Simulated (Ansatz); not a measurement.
# ClGeH3O2: rigid torsion scan, by script

Aim: a rigid torsion scan, for ClGeH3O2, run from a script. SMILES: [OH][GeH]([OH])[Cl].

Computed with Ansatz 0.2.0, driven from Python. Level of theory: CAM-B3LYP/def2-SVP.

### Step 1. The structure

Bond lengths: O1–Ge2 1.747 Å, Ge2–O3 1.760 Å, Ge2–Cl4 2.108 Å, O1–H5 1.045 Å, Ge2–H6 1.554 Å, O3–H7 0.986 Å. Angles: O1–Ge2–O3 107.7°, O1–Ge2–Cl4 110.5°, O1–Ge2–H6 109.7°, O3–Ge2–Cl4 107.8°, O3–Ge2–H6 110.0°, Cl4–Ge2–H6 111.1°, Ge2–O1–H5 104.8°, Ge2–O3–H7 108.4°.

No structure file is read: the coordinates are typed or built in the script.

### Step 2. Script

Contents of torsion.py:

```python
import ansatz as az
from ase import Atoms

BASIS = "def2-SVP"
FUNCTIONAL = "cam_b3lyp"
FMAX = 0.02


def main() -> None:
    atoms = Atoms(["O", "Ge", "O", "Cl", "H", "H", "H"], positions=[
        (-0.1166, 1.3138, -0.7213),
        (-0.1068, -0.089, 0.3191),
        (1.5244, -0.7509, 0.3081),
        (-1.4076, -1.5713, -0.4263),
        (-1.0934, 1.6801, -0.6672),
        (-0.5012, 0.3261, 1.7634),
        (1.7623, -0.9768, -0.6215),
    ])

    first = (
        az.Crystal.molecule_from_ase(atoms).calculation()
        .basis(gaussian=BASIS)
        .functional(FUNCTIONAL)
        .relax(force_tolerance=FMAX, max_steps=80)
    )
    atoms.positions = first.run(threads=1).report["positions_ang"]

    start = atoms.get_dihedral(0, 1, 2, 6)
    energies = {}
    for turn in range(0, 360, 40):
        turned = atoms.copy()
        turned.set_dihedral(0, 1, 2, 6, start + turn, indices=[2, 6])
        setup = (
            az.Crystal.molecule_from_ase(turned).calculation()
            .basis(gaussian=BASIS)
            .functional(FUNCTIONAL)
        )
        energies[round((start + turn) % 360)] = setup.run(threads=1).report["free_energy_ev"]
    floor = min(energies.values())
    print("dihedral O0-Ge1-O2-H6 (deg)   E - E(min) (kJ/mol)")
    for angle, e in sorted(energies.items()):
        print(f"{angle:8d} {96.485332 * (e - floor):14.3f}  " + "#" * int(30 * (e - floor) / max(max(energies.values()) - floor, 1e-9)))


if __name__ == "__main__":
    main()
```

### Step 3. What the engine is handed

The engine receives this input (first run):

```yaml
crystal:
  periodic: [false, false, false]
  atoms:
    - { symbol: O, position_ang: [-0.1166, 1.3138, -0.7213] }
    - { symbol: Ge, position_ang: [-0.1068, -0.089, 0.3191] }
    - { symbol: O, position_ang: [1.5244, -0.7509, 0.3081] }
    - { symbol: Cl, position_ang: [-1.4076, -1.5713, -0.4263] }
    - { symbol: H, position_ang: [-1.0934, 1.6801, -0.6672] }
    - { symbol: H, position_ang: [-0.5012, 0.3261, 1.7634] }
    - { symbol: H, position_ang: [1.7623, -0.9768, -0.6215] }
basis:
  gaussian:
    orbitals: def2-SVP
hamiltonian:
  xc: cam_b3lyp
relax:
  f_tol: 0.02
  max_steps: 80
```

### Step 4. Running it

On the command line:

```
$ python torsion.py
```

The program printed:

```text
dihedral O0-Ge1-O2-H6 (deg)   E - E(min) (kJ/mol)
      36         11.195  ########################
      76         13.849  ##############################
     116         12.012  ##########################
     156         10.571  ######################
     196         11.314  ########################
     236          9.190  ###################
     276          3.240  #######
     316          0.000
     356          3.733  ########
```

Wall time 57 s (1 thread of Intel Xeon 6975P-C (Granite Rapids), shared host); peak memory 0.32 GiB.

Lines on the test bed's own set-up are left out of the output.

### Step 5. The relaxation of run 0, step by step

Step by step:

```
step  E - E(step 1) (eV)  largest force component (eV/Å)
   1              0.0000                          3.1684
   2             -0.2027                          1.1277
   3             -0.2372                          0.2661
   4             -0.2413                          0.4065
   5             -0.2518                          0.1594
   6             -0.2578                          0.0597
   7             -0.2080                          1.5998
   8             -0.2616                          0.0389
   9             -0.2557                          0.7700
  10             -0.2635                          0.0486
  11             -0.2642                          0.1597
  12             -0.2640                          0.0638
  13             -0.2650                          0.0087
  14             -0.2648                          0.0278
  15             -0.2651                          0.0111
```

Step 1 is the start. Steps 7, 9, 12, 14 were tried and not accepted.

Before: Bond lengths: O1–Ge2 1.747 Å, Ge2–O3 1.760 Å, Ge2–Cl4 2.108 Å, O1–H5 1.045 Å, Ge2–H6 1.554 Å, O3–H7 0.986 Å. Angles: O1–Ge2–O3 107.7°, O1–Ge2–Cl4 110.5°, O1–Ge2–H6 109.7°, O3–Ge2–Cl4 107.8°, O3–Ge2–H6 110.0°, Cl4–Ge2–H6 111.1°, Ge2–O1–H5 104.8°, Ge2–O3–H7 108.4°.

After: Bond lengths: O1–Ge2 1.758 Å, Ge2–O3 1.749 Å, Ge2–Cl4 2.161 Å, O1–H5 0.966 Å, Ge2–H6 1.519 Å, O3–H7 0.966 Å. Angles: O1–Ge2–O3 108.3°, O1–Ge2–Cl4 105.8°, O1–Ge2–H6 114.3°, O3–Ge2–Cl4 111.0°, O3–Ge2–H6 107.2°, Cl4–Ge2–H6 110.2°, Ge2–O1–H5 113.6°, Ge2–O3–H7 113.9°.

Run 0 is this relaxation; the runs after it count from 1.

### Step 6. The engine's runs

The 9 runs, in the order started:

```
run  turn (°)  energy from run 1 (eV)  SCF cycles  CPU time (s)
  1         0                  0.0000          17           1.8
  2        40                  0.0387          16           1.8
  3        80                  0.1160          16           1.8
  4       120                  0.1435          17           1.8
  5       160                  0.1245          17           1.8
  6       200                  0.1096          17           1.8
  7       240                  0.1173          17           1.8
  8       280                  0.0953          17           1.8
  9       320                  0.0336          17           1.8
```

### Step 7. What came out

| quantity | value |
| --- | --- |
| runs compared | 9 |
| range of energy | 0.144 eV |
| lowest point, turn (°) | 0 |

In words: The lowest point lies at a turn of 0°, the highest 0.144 eV (13.8 kJ/mol) above it at 120°. The grid can miss the true lowest and highest points, and the rest of the molecule is held rigid. Run 0: After 10 moves the largest shift is 0.496 Å, of atom 5 (H). The scan is rigid and the energies are electronic, in a modest basis. With rigid groups the curve can differ much from the relaxed path, the start wasn't checked as a minimum of this torsion, and equivalent turns needn't return to the same energy.
